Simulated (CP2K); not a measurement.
Set up this calculation in CP2K 2026.2, as the native input.

* Task: band structure
* Functional: PBE
* Potentials or basis: GTH_POTENTIALS Bi GTH-PBE-q5, S GTH-PBE-q6; SZV-MOLOPT-SR-GTH basis
* Density cutoff: 6123 eV
* k mesh: 7 × 7 × 7
* Occupations: fermi-dirac, width 0.05 eV
* Spin: no spin polarisation
* SCF solver: diagonalisation with k points
* Quickstep method: GPW
* EPS_DEFAULT: 1.0E-9
* EPS_SCF: 1.0E-6
* MAX_SCF: 100
* SCF_GUESS: ATOMIC
* k points reduced by the point group: yes
* Mesh centred on Gamma: yes
* CHOLESKY: OFF
* EPS_EIGVAL: 1.0E-7
* MIXING METHOD: BROYDEN_MIXING
* MIXING ALPHA: 0.4
* NBUFFER: 8
* NGRIDS: 4
* Basis sets: Bi SZV-MOLOPT-SR-GTH-q5, S SZV-MOLOPT-SR-GTH-q6
* Potentials: Bi GTH-PBE-q5 of GTH_POTENTIALS, S GTH-PBE-q6 of GTH_POTENTIALS
* ADDED_MOS: [2]
* Points a segment of the path (NPOINTS): 10
* Bands added on the path: 6
* REL_CUTOFF (Ry): 60 Ry
* MIXING BETA (1/bohr): 1.5 1/bohr
* CUTOFF of the grids: 450 Ry

BiS:

```xyz
2
Lattice="4.0029 0.0000 0.0000 0.0000 4.0029 0.0000 0.0000 0.0000 4.0029" Properties=species:S:1:pos:R:3 pbc="T T T"
Bi    2.0015    2.0015    2.0015
S     0.0000    0.0000    0.0000
```

The cell was built by a generator and needn't be a form met in nature.

These files were run (other wordings do the same):

bis_bands.inp

```
&GLOBAL
  PROJECT bis_bands
  RUN_TYPE ENERGY_FORCE
  PRINT_LEVEL LOW
&END GLOBAL
&FORCE_EVAL
  METHOD QS
  STRESS_TENSOR ANALYTICAL
  &DFT
    BASIS_SET_FILE_NAME BASIS_MOLOPT
    POTENTIAL_FILE_NAME GTH_POTENTIALS
    &MGRID
      CUTOFF 450
      REL_CUTOFF 60
      NGRIDS 4
    &END MGRID
    &QS
      METHOD GPW
      EPS_DEFAULT 1.0E-9
    &END QS
    &KPOINTS
      SCHEME MONKHORST-PACK 7 7 7
      GAMMA_CENTERED T
      SYMMETRY T
      SYMMETRY_BACKEND SPGLIB
    &END KPOINTS
    &SCF
      SCF_GUESS ATOMIC
      EPS_SCF 1.0E-6
      MAX_SCF 100
      ADDED_MOS 2
      CHOLESKY OFF
      EPS_EIGVAL 1.0E-7
      &DIAGONALIZATION ON
        ALGORITHM STANDARD
      &END DIAGONALIZATION
      &MIXING ON
        METHOD BROYDEN_MIXING
        ALPHA 0.4
        BETA 1.5
        NBUFFER 8
      &END MIXING
      &SMEAR ON
        METHOD FERMI_DIRAC
        ELECTRONIC_TEMPERATURE [K] 580.226
      &END SMEAR
    &END SCF
    &XC
      &XC_FUNCTIONAL PBE
      &END XC_FUNCTIONAL
    &END XC
    &PRINT
      &KPOINTS ON
      &END KPOINTS
      &MULLIKEN ON
      &END MULLIKEN
      &MO ON
        ENERGIES T
        OCCUPATION_NUMBERS T
        &EACH
          QS_SCF 0
        &END EACH
        ADD_LAST NUMERIC
      &END MO
      &LOWDIN ON
      &END LOWDIN
      &HIRSHFELD ON
        SHAPE_FUNCTION DENSITY
      &END HIRSHFELD
      &BAND_STRUCTURE
        FILE_NAME bands.bs
        ADDED_MOS 6
        &KPOINT_SET
          UNITS B_VECTOR
          NPOINTS 10
          SPECIAL_POINT GAMMA 0.00000000 0.00000000 0.00000000
          SPECIAL_POINT X 0.00000000 0.50000000 0.00000000
          SPECIAL_POINT M 0.50000000 0.50000000 0.00000000
          SPECIAL_POINT GAMMA 0.00000000 0.00000000 0.00000000
          SPECIAL_POINT R 0.50000000 0.50000000 0.50000000
          SPECIAL_POINT X 0.00000000 0.50000000 0.00000000
        &END KPOINT_SET
        &KPOINT_SET
          UNITS B_VECTOR
          NPOINTS 10
          SPECIAL_POINT M 0.50000000 0.50000000 0.00000000
          SPECIAL_POINT R 0.50000000 0.50000000 0.50000000
        &END KPOINT_SET
      &END BAND_STRUCTURE
    &END PRINT
  &END DFT
  &SUBSYS
    &CELL
      A 4.0029443400 0.0000000000 0.0000000000
      B 0.0000000000 4.0029443400 0.0000000000
      C 0.0000000000 0.0000000000 4.0029443400
      PERIODIC XYZ
    &END CELL
    &COORD
      SCALED
      Bi  0.5000000000 0.5000000000 0.5000000000
      S   0.0000000000 0.0000000000 0.0000000000
    &END COORD
    &KIND Bi
      BASIS_SET SZV-MOLOPT-SR-GTH-q5
      POTENTIAL GTH-PBE-q5
    &END KIND
    &KIND S
      BASIS_SET SZV-MOLOPT-SR-GTH-q6
      POTENTIAL GTH-PBE-q6
    &END KIND
    &PRINT
      &ATOMIC_COORDINATES ON
      &END ATOMIC_COORDINATES
      &CELL ON
      &END CELL
      &SYMMETRY ON
      &END SYMMETRY
    &END PRINT
  &END SUBSYS
  &PRINT
    &FORCES ON
    &END FORCES
    &STRESS_TENSOR ON
    &END STRESS_TENSOR
  &END PRINT
&END FORCE_EVAL
```

Potentials or basis: GTH_POTENTIALS Bi GTH-PBE-q5, S GTH-PBE-q6; SZV-MOLOPT-SR-GTH basis.

Run with:

```bash
$ OMP_NUM_THREADS=1 cp2k.psmp -i bis_bands.inp -o bis_bands.out
```

It gave:

```yaml
Pressure: -9.5 GPa
Band_gap_on_the_k_mesh: none (metal or under the smearing width)
Mulliken_charges: Bi -0.18; S +0.18 e
Hirshfeld_charges: Bi +0.06; S -0.06 e
```

Caveat: a minimal basis gives rough bond lengths, pressures and levels; Mulliken charges move with the basis; spin-orbit coupling is left out, which moves the levels of the heavy elements; the basis of atomic orbitals isn't converged, which shifts pressures, moduli and gaps.

Run time: 3.2 s on 1 thread of Arm Neoverse V2, with other jobs on the host, peak memory 0.24 GiB.
